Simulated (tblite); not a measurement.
# C9H24AlP: the cost of one run

The runs use tblite 0.8.0 and PySCF 2.14.0, with density-fitted response routines of our own; the level of theory stands in each step. All values are computed, except where a source is named. Atoms count from 0, in the outputs and in this text.

## 1. Starting geometry

35 atoms, charge 0, multiplicity 1; geometry from: force field or distance geometry start.

Bonds of the start (Å): C0–C1 1.53, C1–P2 1.82, P2–C3 1.84, C3–C4 1.53, P2–C5 1.83, C5–C6 1.53, P2–Al7 2.29, Al7–C8 1.98, Al7–C9 1.99, Al7–C10 1.99, C0–H11 1.10, C0–H12 1.12, C0–H13 1.11, C1–H14 1.10, C1–H15 1.11, C3–H16 1.11, C3–H17 1.10, C4–H18 1.11, C4–H19 1.12, C4–H20 1.11, C5–H21 1.11, C5–H22 1.13, C6–H23 1.10, C6–H24 1.11, C6–H25 1.11, C8–H26 1.10, C8–H27 1.11, C8–H28 1.11, C9–H29 1.11, C9–H30 1.11 and more.

## 2. Geometry optimisation with GFN2-xTB

The job: settings as JSON, then the geometry in Å.

```
{"job": {"kind": "relax", "xc": "GFN2-xTB", "basis": "xTB"}, "charge": 0, "multiplicity": 1}
C     -1.116300    -1.390000     2.379100
C     -1.404700    -1.508900     0.876300
P     -0.815400    -0.049100    -0.032600
C     -1.363600    -0.171900    -1.784600
C     -0.921800    -1.497000    -2.398300
C     -1.560500     1.454200     0.703200
C     -1.245500     2.704000    -0.119700
Al     1.473600     0.085200     0.063300
C      2.013300     1.190500     1.617800
C      2.222200    -1.748800     0.262100
C      2.155200     0.903100    -1.616200
H     -0.044900    -1.245500     2.569900
H     -1.453600    -2.315500     2.903300
H     -1.688900    -0.537300     2.807400
H     -0.883800    -2.405000     0.498400
H     -2.494000    -1.633900     0.735500
H     -2.468900    -0.104400    -1.813000
H     -0.932800     0.657700    -2.355600
H     -1.399000    -2.350700    -1.884000
H      0.187900    -1.599500    -2.352000
H     -1.232100    -1.507900    -3.467800
H     -2.657000     1.326100     0.773500
H     -1.145600     1.594800     1.743800
H     -0.156800     2.835500    -0.216400
H     -1.668400     3.596300     0.396800
H     -1.713600     2.624800    -1.118100
H      3.074600     1.000600     1.857900
H      1.876700     2.267400     1.370500
H      1.378500     0.939000     2.490200
H      3.303000    -1.730800    -0.010400
H      1.689900    -2.447600    -0.408500
H      2.115800    -2.077200     1.312500
H      1.512500     1.761900    -1.900400
H      2.154800     0.148600    -2.419700
H      3.197900     1.263800    -1.451900
```

Launch:

```bash
OMP_NUM_THREADS=1 python probes_run.py task.json out
```

The driver reads the jobs from task.json and runs them one after another.

**Question.** How long does this first job take on 1 thread of Arm Neoverse V1, shared host, and how much memory does it need?

About 2.2 s, with a peak of 0.19 GiB.
